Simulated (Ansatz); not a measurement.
# Ni: the cost of one run

Program: Ansatz 0.2.0. Level of theory: DFT PBE, PAW, plane waves, scalar-relativistic. These are calculated values, not measurements.

**1. Starting point**

It takes space group Fm-3m (No. 225, cubic). Conventional cell: a = 3.542 Å, b = 3.542 Å, c = 3.542 Å, α = 90.00°, β = 90.00°, γ = 90.00°. Around Ni (site symmetry m-3m) lie 12 Ni at 2.50 Å.

As a file:

```cif
data_structure
_symmetry_space_group_name_H-M 'Fm-3m'
_symmetry_Int_Tables_number 225
_cell_length_a 3.5422
_cell_length_b 3.5422
_cell_length_c 3.5422
_cell_angle_alpha 90.000
_cell_angle_beta 90.000
_cell_angle_gamma 90.000
_cell_volume 44.44
loop_
_atom_site_label
_atom_site_type_symbol
_atom_site_symmetry_multiplicity
_atom_site_Wyckoff_symbol
_atom_site_fract_x
_atom_site_fract_y
_atom_site_fract_z
_atom_site_occupancy
Ni1 Ni 4 a 0.00000 0.00000 0.00000 1
```

Labels such as Ni2 number the atoms in the order of the input file.

First come: parallel moments, plain SCF; opposed moments +-, plain SCF; no spin polarisation; spin on, no moments given (the program may seed its own), plain SCF. What is tried next depends on their ends.

“Plain SCF” means no search for lower states. 

Site moments are integrals over atomic spheres and don't add up to the total.

**2. Parallel moments, plain SCF**

Input file input.yaml:

```yaml
crystal:
  lattice:
    - [3.5422, 1.7711, 1.7711]
    - [1.7711, 3.5422, 1.7711]
    - [1.7711, 1.7711, 3.5422]
  atoms:
    - { symbol: Ni, position: [0.0, 0.0, 0.0], spin: 2.0 }
    - { symbol: Ni, position: [0.5, 0.5, 0.5], spin: 2.0 }
magnetization:
  spin_polarized: true
hamiltonian:
  xc: pbe
  pseudopotentials: { kind: paw }
basis:
  ecutwfc: 420
kpoints:
  mp_grid: { grid: [11, 11, 11] }
scf:
  occupations: { method: gaussian, width: 0.1 }
  lower_state_search: "off"
output:
  forces: true
  stress: true
```

**Question.** How long does this run take on 2 threads of an x86-64 CPU, shared host, and how much memory does it need?

About 4.6 s, with a peak of 0.43 GiB.
